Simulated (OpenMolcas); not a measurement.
# Os²⁺ among point charges: CASSCF and CASPT2 levels and susceptibility

Aim: the splitting of the states of Os²⁺ in the field of 6 point charges, its lowest levels with spin-orbit coupling and its magnetic susceptibility.

Program: OpenMolcas 26.06. Level of theory: state-averaged CASSCF and CASPT2, spin-orbit coupling by RASSI with atomic mean-field integrals. These are calculated values, not measurements, unless marked.

### Step 1. Starting point

- Species: Os²⁺ (osmium, Z = 76, 74 electrons)
- Basis: ANO-RCC-VDZP [7s6p4d2f1g], 68 functions
- Scalar Hamiltonian: DKH2, point nucleus
- Inactive shells: 1s 2s 2p 3s 3p 3d 4s 4p 4d 4f 5s 5p
- Active space: 6 electrons in 5 orbitals (5d)
- Some configurations of this space: 5d⁶
- Orbitals: optimised for each spin and parity, averaged over all roots

The outer shells:

5d6
```
5d [↑↓][↑ ][↑ ][↑ ][↑ ]
```

The ion sits among 6 point charges of -1.7 e arranged as an octahedron (Oh), 2.37 Å from the ion.

The work runs as a chain of OpenMolcas steps in one folder; each step below is one input file. Labels, J, g values, rates, χT and fits are worked out afterwards by a script from the matrices that RASSI stores. The input lists half of the charges; inversion (Group=XYZ) makes the rest.

### Step 2. GATEWAY and SEWARD: basis and integrals

The input, a.inp:

```
&GATEWAY
Coord
1

Os 0.0 0.0 0.0
Basis=ANO-RCC-VDZP
Group=XYZ
NoMove
AngMom=0.0 0.0 0.0
AMFI
XField
3 Angstrom 0
2.370000 0.000000 0.000000 -1.700000
0.000000 2.370000 0.000000 -1.700000
0.000000 0.000000 2.370000 -1.700000
&SEWARD
```

Started as:

```
$ OMP_NUM_THREADS=1 MOLCAS_MEM=1689 MOLCAS_PROJECT=a pymolcas a.inp > a.log
```

### Step 3. Reference wave functions, quintets of even parity, 5 roots

The input, a.inp:

```
&RASSCF
FileOrb=start.orb
Symmetry=1
Spin=5
nActEl=6 0 0
Inactive=15 19
Ras2=5 0
CIRoot=5 5 1
SDav=5
CIMx=300
Iter=120 100
PrWF=0.3
OrbListing=Nothing
MaxOrb=0
>>> COPY $Project.JobIph JOB001
```

start.orb holds the contracted functions of the basis, ordered by shell, or the orbitals of the step before.

### Step 4. CASSCF: triplets of even parity, 45 roots

The input, a.inp:

```
&RASSCF
FileOrb=start.orb
Symmetry=1
Spin=3
nActEl=6 0 0
Inactive=15 19
Ras2=5 0
CIRoot=45 45 1
SDav=45
CIMx=300
Iter=120 100
PrWF=0.3
OrbListing=Nothing
MaxOrb=0
>>> COPY $Project.JobIph JOB002
```

### Step 5. CASSCF: singlets of even parity, 50 roots

The input, a.inp:

```
&RASSCF
FileOrb=start.orb
Symmetry=1
Spin=1
nActEl=6 0 0
Inactive=15 19
Ras2=5 0
CIRoot=50 50 1
SDav=50
CIMx=300
Iter=120 100
PrWF=0.3
OrbListing=Nothing
MaxOrb=0
>>> COPY $Project.JobIph JOB003
```

### Step 6. RASSI: spin-orbit coupling between the states

The input, a.inp:

```
&RASSI
NrOfJobIphs=3 5 45 50
1 2 3 4 5
1 2 3 4 5 6 7 8 9 10 11 12 13 14 15 16 17 18 19 20 21 22 23 24 25 26 27
28 29 30 31 32 33 34 35 36 37 38 39 40 41 42 43 44 45
1 2 3 4 5 6 7 8 9 10 11 12 13 14 15 16 17 18 19 20 21 22 23 24 25 26 27
28 29 30 31 32 33 34 35 36 37 38 39 40 41 42 43 44 45 46 47 48 49 50
IphNames
JOB001
JOB002
JOB003
EJob
SpinOrbit
DIPRint=1.0
SOCoupling=1000.0
Subsets=2
Property=9
'ANGMOM' 1 'ANGMOM' 2 'ANGMOM' 3 'MLTPL  1' 1 'MLTPL  1' 2 'MLTPL  1' 3
'AMFI' 1 'AMFI' 2 'AMFI' 3
SOProperty=3
'ANGMOM' 1 'ANGMOM' 2 'ANGMOM' 3
```

### Step 7. CASPT2: IPEA 0.25, imaginary shift 0.1 (closed shells correlated: 5s 5p)

The input, a.inp:

```
>>> COPY JOB001 $Project.JobIph
&CASPT2
Multistate=5 1 2 3 4 5
NoMult
Frozen=14 16
IPEA=0.25
Imaginary=0.1
MaxIter=60
WThr=0.0 0.3 0.05
PrWF=0.5
NoMix
>>> COPY JOB002 $Project.JobIph
&CASPT2
Multistate=45 1 2 3 4 5 6 7 8 9 10 11 12 13 14 15 16 17 18 19 20 21 22
23 24 25 26 27 28 29 30 31 32 33 34 35 36 37 38 39 40 41 42 43 44 45
NoMult
Frozen=14 16
IPEA=0.25
Imaginary=0.1
MaxIter=60
WThr=0.0 0.3 0.05
PrWF=0.5
NoMix
>>> COPY JOB003 $Project.JobIph
&CASPT2
Multistate=50 1 2 3 4 5 6 7 8 9 10 11 12 13 14 15 16 17 18 19 20 21 22
23 24 25 26 27 28 29 30 31 32 33 34 35 36 37 38 39 40 41 42 43 44 45 46
47 48 49 50
NoMult
Frozen=14 16
IPEA=0.25
Imaginary=0.1
MaxIter=60
WThr=0.0 0.3 0.05
PrWF=0.5
NoMix
```

(Steps that only read results are left out.)

Q: Predict the outcome of this session. Wanted: spin-free ground state; first state of the same spin within the active space; lowest level; next level.

The runs gave:

| quantity | value |
| --- | --- |
| method | SS-CASPT2, IPEA 0.25, imaginary shift 0.1 (closed shells correlated: 5s 5p) |
| spin-free ground state | 5T2, 3-fold in its orbital part |
| first state of the same spin within the active space | 5E at 8850 cm⁻¹ |
| lowest level | 3-fold |
| next level | 74.4 cm⁻¹ |
| χT at 300 K | 4.17 cm³ K/mol |
| effective moment at 300 K | 5.78 μB |

Cost by method:

```csv
method,time of its own steps,time with the reference
A. CASSCF,28 s,28 s
"B. SS-CASPT2, IPEA 0.25, imaginary shift 0.1, +5s 5p",11 s,39 s
```

Times are of one thread on a shared host.

In words: The spin-free ground state (5T2) comes to 100 % from free-ion D terms and keeps the highest spin of the shell. χT at 300 K is 4.17, against 3.01 cm³ K/mol for the spin alone, so orbital moment adds to it. An active space of the d shell alone favours high spin; real ions in strong fields can be low spin. CASPT2 does not keep the components of a term degenerate, and the means are used. The field of point charges can differ much from that of real complexes. With metal d orbitals alone active, the gaps between spin states are rough; where two lie within a few thousand cm-1, their order is open. Point charges carry no covalency, so the field is a model and not that of real ligands.
